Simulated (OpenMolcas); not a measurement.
# Si: a chain of runs

Aim: a series of 9 runs (ROHF/cc-pVDZ, CASSCF(4,4)/cc-pVDZ, CASPT2(4,4)/cc-pVDZ, CASPT2[IPEA 0](4,4)/cc-pVDZ, SC-NEVPT2(4,4)/cc-pVDZ, PC-NEVPT2(4,4)/cc-pVDZ, MC-PDFT[tPBE](4,4)/cc-pVDZ, MC-PDFT[ftPBE](4,4)/cc-pVDZ, and more) of Si. 

Program for the calculation: OpenMolcas 26.06.

52 further runs of the same task are left out: 52 set aside as unsound or not needed.

### Step 1. A single-point energy at ROHF/cc-pVDZ (run 1)

step1.input

```
&GATEWAY
BasLib = $CurrDir
Coord
1
angstrom
Si       0.000000       0.000000       0.000000
Basis = cc-pVDZ
Group = NoSym
&SEWARD
&SCF
UHF
Spin = 3
PrOrbitals = 1 1
&RASSCF
FileOrb = $Project.UnaOrb
Spin = 3
Nactel = 2 0 0
Inactive = 6
Ras2 = 2
OutOrbitals = Canonical
OrbListing = Few
```

The basis set cc-pVDZ is read from a file made from the Basis Set Exchange's data (not shown).

The run is started by

```bash
$ export MOLCAS_MEM=1860
$ pymolcas step1.input > step1.log
```

The log of the run:

```text
--- Start Module: gateway ---

                                              &GATEWAY

                       available to each process: 1.9 GB of memory, 1 thread

 Basis Set     1 Label: SI.CC-PVDZ
 Basis set is read from library:.
 basistype.tbl is not found

++    Symmetry information:
      ---------------------

                    Character Table for C1

                             E
                    a        1  x, y, xy, Rz, z, xz, Ry, yz, Rx, I
--

++    Basis set information:
      ----------------------

      Basis set label: SI.CC-PVDZ.........

      Electronic valence basis set:
      ------------------
      Associated Effective Charge  14.000000 au
      Associated Actual Charge     14.000000 au
      Nuclear Model: Point charge

      Shell  nPrim  nBasis  Cartesian Spherical Contaminant
         s      12       4        X
         p       8       3        X
         d       1       1                 X
--

++    Molecular structure info:
      -------------------------

                    ************************************************
                    **** Cartesian Coordinates / bohr, angstrom ****
                    ************************************************

     Center  Label                x              y              z                     x              y              z
        1      SI1              0.000000       0.000000       0.000000              0.000000       0.000000       0.000000
--

            Nuclear Potential Energy              0.00000000 au

--- Stop Module: gateway /rc=_RC_ALL_IS_WELL_ ---

--- Start Module: seward ---

                                              &SEWARD

                       available to each process: 1.9 GB of memory, 1 thread

               SEWARD will generate:
                  Multipole Moment integrals up to order  2
                  Kinetic Energy integrals
                  Nuclear Attraction integrals (point charge)
                  One-Electron Hamiltonian integrals
                  Velocity integrals
                  Orbital angular momentum around (  0.0000   0.0000   0.0000 )
                  Velocity quadrupole around (  0.0000   0.0000   0.0000 )
                  Two-Electron Repulsion integrals

                   Integrals are discarded if absolute value <: 1.00E-14
                   Integral cutoff threshold is set to       <: 1.00E-16

            Nuclear Potential Energy              0.00000000 au

      Basis set specifications :
      Symmetry species         a
      Basis functions           18

--- Stop Module: seward /rc=_RC_ALL_IS_WELL_ ---
--- Module seward spent 1 second ---

--- Start Module: scf ---

                                                &SCF

                       available to each process: 1.9 GB of memory, 1 thread

++    Input section:
      --------------

      Header of the integral files:

      Cartesian coordinates in angstrom:
      -----------------------------------------------------
      No.  Label        X            Y            Z
      -----------------------------------------------------
       1   SI1        0.00000000   0.00000000   0.00000000
      -----------------------------------------------------
      Nuclear repulsion energy =    0.00000000
--

++    Orbital specifications:
      -----------------------

      Symmetry species               1
                                     a
      Frozen orbitals                0
      Start temperature = 0.500
      End temperature   = 0.010
      Temperature Factor= 0.460
      Deleted orbitals               0
      Total number of orbitals      18
      Number of basis functions     18
--

      Molecular charge                           0.000

++    Optimization specifications:
      ----------------------------

      SCF Algorithm: Conventional USCF
      D(i)-D(i-1) density differences are used
      Number of density matrices in core                 5
      Maximum number of NDDO SCF iterations            400
      Maximum number of HF SCF iterations              400
      Threshold for SCF energy change             1.00E-09
      Threshold for density matrix                1.00E-04
      Threshold for Fock matrix                   1.50E-04
      Threshold for linear dependence             1.00E-09
      Threshold at which DIIS is turned on        1.50E-01
      Maximum depth in the DIIS procedure                5
      Maximum depth in the BFGS Hessian update          30
      Threshold at which QNR/C2DIIS is turned on  7.50E-02
      Threshold for Norm(delta) (QNR/C2DIIS)      1.00E-03
      All orbitals punched on: UHFORB
--

      Input vectors read from INPORB
      Orbital file label: *Guess orbitals

++ Convergence information
                               UHF SCF        iterations: Energy and convergence statistics

Iter     Tot. SCF        One-elec.       Two-elec.     Energy      Max Dij or  Max Fij      DNorm      TNorm      AccCon     Time
         Energy          Energy          Energy        Change      Delta Norm                                                in Sec.
   1  -288.368444747  -400.128071346   111.759626599   0.00E+00    7.26E-02*   9.29E-02*    5.29E+00   5.09E+01   None         0.
   2  -288.013159257  -398.875820881   110.862661624   3.55E-01*   5.53E-02*   6.78E-15     4.35E+00   5.07E+01   EDIIS        0.
   3  -288.548282764  -399.706744766   111.158462003  -5.35E-01*   3.04E-02*   1.86E-02*    1.07E+00   5.08E+01   EDIIS        0.
[... 10 lines of this table left out ...]
  14  -288.849722473  -400.549398684   111.699676210  -1.73E-03*   1.72E-02*   9.01E-03*    2.26E-01   5.10E+01   EDIIS        0.

[... 10 lines left out ...]
       Convergence after  19 Iterations
[... 3 lines left out ...]
 *                                             SCF/KS-DFT Program, Final results                                             *
 *                                                       Final Results                                                       *
[... 76 lines left out ...]
      Title: Natural orbitals
[... 18 lines left out ...]
      Dipole Moment (debye):
[... 31 lines left out ...]
      Nuclear repulsion energy =    0.00000000
[... 44 lines left out ...]
++    Optimization specifications:
      ----------------------------

      RASSCF algorithm: Conventional
      Maximum number of macro iterations       200
      Maximum number of SX iterations          100
      Threshold for RASSCF energy            1.000E-08
      Threshold for max MO rotation          1.000E-01
      Threshold for max BLB element          1.000E-04
      Level shift parameter                  5.000E-01
      Make Quasi-Newton update
--

      The MO-coefficients are taken from the file:
      step1.UnaOrb
      Title:UHF natural orbitals

      Total molecular charge    0.00

      ************************************************************************************************************************
      *                                            Wave function control section                                             *
      ************************************************************************************************************************

                                         RASSCF iterations: Energy and convergence statistics
                                         ----------------------------------------------------

          iter iter root      energy       change     param      element    value   shift minimum  type update hh:mm:ss
 Nr of preliminary CI iterations:   1
        1   1    4    1  -288.84641280    0.00E+00  -2.01E-03    6   9 1  5.53E-03*  0.29   0.00    SX    NO    0:00:00
        2   1    4    1  -288.84643322   -2.04E-05*  7.95E-04    6   9 1  2.18E-03*  0.29   0.00    SX    NO    0:00:00
        3   1    4    1  -288.84643632   -3.09E-06* -3.15E-04    6   9 1  8.66E-04*  0.29   0.00    SX    NO    0:00:00
        4   1    4    1  -288.84643682   -5.02E-07*  1.25E-04    6   9 1  3.43E-04*  0.29   0.00    SX    NO    0:00:00
        5   1    3    1  -288.84643690   -8.48E-08*  8.88E-05    6   9 1  1.36E-04*  0.29   1.71    LS   YES    0:00:00
        6   1    3    1  -288.84643692   -1.77E-08*  9.68E-06    6  13 1  2.29E-05   0.29   1.00    QN   YES    0:00:00
        7   1    3    1  -288.84643692   -3.98E-10   7.09E-06    6  13 1  9.29E-06   0.29   1.78    QN   YES    0:00:00
      Convergence after  7 iterations
        8   1    3    1  -288.84643692   -9.82E-11   7.09E-06    7  10 1 -4.55E-07   0.29   1.78    QN   YES    0:00:00

      ************************************************************************************************************************
                                                      Wave function printout:
                       occupation of active orbitals, and spin coupling of open shells (u,d: Spin up or down)
      ************************************************************************************************************************

      Note: transformation to natural orbitals
      has been made, which may change the order of the CSFs.

      printout of CI-coefficients larger than  0.05 for root  1
      energy=    -288.846437
      conf/sym  11     Coeff  Weight
             1  uu   1.00000 1.00000

      Natural orbitals and occupation numbers for root  1
      sym 1:   1.000000   1.000000

      ************************************************************************************************************************
      *                                                    Final results                                                     *
      ************************************************************************************************************************

++    Final optimization conditions:
      ------------------------------

      Average CI energy                            -288.84643692
      RASSCF energy for state  1                   -288.84643692
      Super-CI energy                                -0.00000000
      RASSCF energy change                           -0.00000000
      Max change in MO coefficients               2.685E-05
      Max non-diagonal density matrix element     7.089E-06
      Maximum BLB matrix element                 -4.548E-07
      (orbital pair   7,  10 in symmetry   1)
      Norm of electronic gradient            9.149E-07
--

      Final state energy(ies):
      ------------------------

::    RASSCF root number  1 Total energy:   -288.84643692

++    Molecular orbitals:
      -------------------

      All orbitals are eigenfunctions of the PT2 Fock matrix

      Molecular orbitals for symmetry species 1: a

      Orbital                 1         2         3         4         5         6         7         8         9
      Energy           -68.8099   -6.1539   -4.2551   -4.2526   -4.2526   -0.5382   -0.1065   -0.1065    0.0129

     1 SI1    1s         1.0000    0.0000   -0.0000    0.0000   -0.0000    0.0000   -0.0000   -0.0000   -0.0000
[... 16 lines of this table left out ...]
    18 SI1    3d2+      -0.0000   -0.0001   -0.0000   -0.0000   -0.0000   -0.0026    0.0000    0.0000   -0.0000
--

      Von Neumann Entropy (Root   1) =  1.00000

      Mulliken population analysis for root number:  1
      -----------------------------------------------

++    Molecular charges:
      ------------------

      Mulliken charges per centre and basis function type
      ---------------------------------------------------

                SI1
      1s       6.0000
      2px      2.9865
      2pz      2.9953
      2py      2.0183
      3d2+     0.0000
      3d1+     0.0000
      3d0      0.0000
      3d1-     0.0000
      3d2-     0.0000
      Total   14.0000

      N-E     -0.0000

      Total electronic charge=   14.000000

      Total            charge=   -0.000000
--

      Expectation values of various properties for root number:  1
      -----------------------------------------------------------

++    Molecular properties:
      ---------------------

      Charge (e):
                      =   -0.0000
      Dipole Moment (debye):
      Origin of the operator (angstrom)=    0.0000    0.0000    0.0000
                   X= -3.1328E-13               Y=  6.8560E-14               Z=  1.2440E-13           Total=  3.4398E-13
      Quadrupole Moment (debye*angstrom):
      Origin of the operator (angstrom)=    0.0000    0.0000    0.0000
                  XX= -1.5782E+01              XY= -5.4812E-01              XZ=  3.8109E-02              YY= -1.1174E+01
                  YZ= -3.2484E-01              ZZ= -1.5824E+01
      In traceless form (debye*angstrom)
                  XX= -2.2831E+00              XY= -8.2219E-01              XZ=  5.7163E-02              YY=  4.6287E+00
                  YZ= -4.8726E-01              ZZ= -2.3457E+00
--

      Mulliken spin population analysis for root number:  1
      ---------------------------------------------------

++    Molecular charges:
      ------------------

      Mulliken spin population per centre and basis function type
      ---------------------------------------------------

                SI1
      1s       0.0000
      2px      0.9865
      2pz      0.9953
      2py      0.0183
      3d2+     0.0000
      3d1+     0.0000
      3d0      0.0000
      3d1-     0.0000
      3d2-     0.0000
      Total    2.0000

      Total electronic spin=    2.000000
--

      Canonical orbitals are written to the RASORB file
      Natural orbitals for root   1 are written to the RASORB.1 file
      Spin density orbitals for root   1 are written to the SPDORB.1 file

--- Stop Module: rasscf /rc=_RC_ALL_IS_WELL_ ---

.##################.
.# Happy landing! #.
.##################.

    Timing: Wall=3.24 User=2.43 System=0.48
```

It took 3.6 s on 1 thread of Intel Xeon Platinum 8259CL at 2.50GHz (Skylake/Cascade Lake), shared host; peak memory 0.37 GiB.

### Step 2. The Si atom: the energy at CASSCF(4,4)/cc-pVDZ (run 2)

step2.input

```
* Si CASSCF

&GATEWAY
  BasLib=$CurrDir
  Coord
  1
  angstrom
  Si       0.000000       0.000000       0.000000
  Basis=cc-pVDZ
  Group=NoSym

&SEWARD

&RASSCF
  FileOrb=$CurrDir/step1.RasOrb
  Spin=3
  Nactel=4 0 0
  Inactive=5
  Ras2=4
  OrbListing=Few
  OrbAppear=Compact
```

The basis set cc-pVDZ is read from a file made from the Basis Set Exchange's data (not shown).

Run the same way, it converges to -288.85968 Eh (log not shown).

Runs 3 to 6 aren't shown in full; the table further down has their settings and results.

### Step 3. The Si atom: a single-point energy at MC-PDFT[tPBE](4,4)/cc-pVDZ (run 7)

step7.inp

```
* Si MC-PDFT
&GATEWAY
BASLIB = $CurrDir
COORD
1
angstrom
Si       0.000000       0.000000       0.000000
BASIS = cc-pVDZ
GROUP = NoSym
&SEWARD
&RASSCF
FILEORB = $CurrDir/step2.RasOrb
SPIN = 3
NACTEL = 4 0 0
INACTIVE = 5
RAS2 = 4
ORBLISTING = Few
ORBAPPEAR = Compact
&MCPDFT
KSDFT = T:PBE
```

The basis set cc-pVDZ is read from a file made from the Basis Set Exchange's data (not shown).

Run the same way, it converges to -289.21345 Eh (log not shown).

Run 8 isn't shown in full; the table further down has it.

### Step 4. The Si atom: the energy at MRCI(4,4)/cc-pVDZ (run 9)

step9.input

```
&GATEWAY
BasLib
$CurrDir
Coord
1
angstrom
Si       0.000000       0.000000       0.000000
Basis
cc-pVDZ
Group
NoSym
&SEWARD
&RASSCF
FileOrb
$CurrDir/step2.RasOrb
Spin
3
Nactel
4 0 0
Inactive
5
Ras2
4
OrbListing
Few
OrbAppear
Compact
&MOTRA
LumOrb
Frozen
5
&GUGA
Electrons
4
Spin
3
Inactive
0
Active
4
CIAll
1
&MRCI
SDCI
```

The basis set cc-pVDZ is read from a file made from the Basis Set Exchange's data (not shown).

Run the same way, it converges to -288.91462 Eh (log not shown).

### Step 5. The series

```
run                        level   active rule  inactive  energy (Eh)  dipole moment (D) of the reference  wall time
  1                 ROHF/cc-pVDZ             –         –  -288.846437                                0.00      3.6 s
  2          CASSCF(4,4)/cc-pVDZ  full valence         5  -288.859676                                0.00      3.3 s
  3          CASPT2(4,4)/cc-pVDZ  full valence         5  -288.897904                                0.00      2.7 s
  4  CASPT2[IPEA 0](4,4)/cc-pVDZ  full valence         5  -288.905684                                0.00      3.3 s
  5       SC-NEVPT2(4,4)/cc-pVDZ  full valence         5  -288.900983                                0.00      2.5 s
  6       PC-NEVPT2(4,4)/cc-pVDZ  full valence         5  -288.901135                                0.00      2.7 s
  7   MC-PDFT[tPBE](4,4)/cc-pVDZ  full valence         5  -289.213454                                0.00      3.3 s
  8  MC-PDFT[ftPBE](4,4)/cc-pVDZ  full valence         5  -289.278672                                0.00      2.8 s
  9            MRCI(4,4)/cc-pVDZ  full valence         5  -288.914623                                0.00      2.6 s
```

### Step 6. Summary of results

| quantity | value |
| --- | --- |
| Si atom, run 9: total energy | -288.91462 Eh |
| Si atom, run 9: dipole moment (CASSCF density) | 0.00 D |

Below the ROHF energy at the same shape and in the same basis (cc-pVDZ): CASSCF(4,4) -13.2 mEh; CASPT2(4,4) -51.5 mEh; CASPT2[IPEA 0](4,4) -59.2 mEh; SC-NEVPT2(4,4) -54.5 mEh; PC-NEVPT2(4,4) -54.7 mEh; MRCI(4,4) -68.2 mEh. Active-space methods hold only the correlation inside their space unless a perturbation or CI step follows. All runs together took 27 s, the longest 3.6 s.
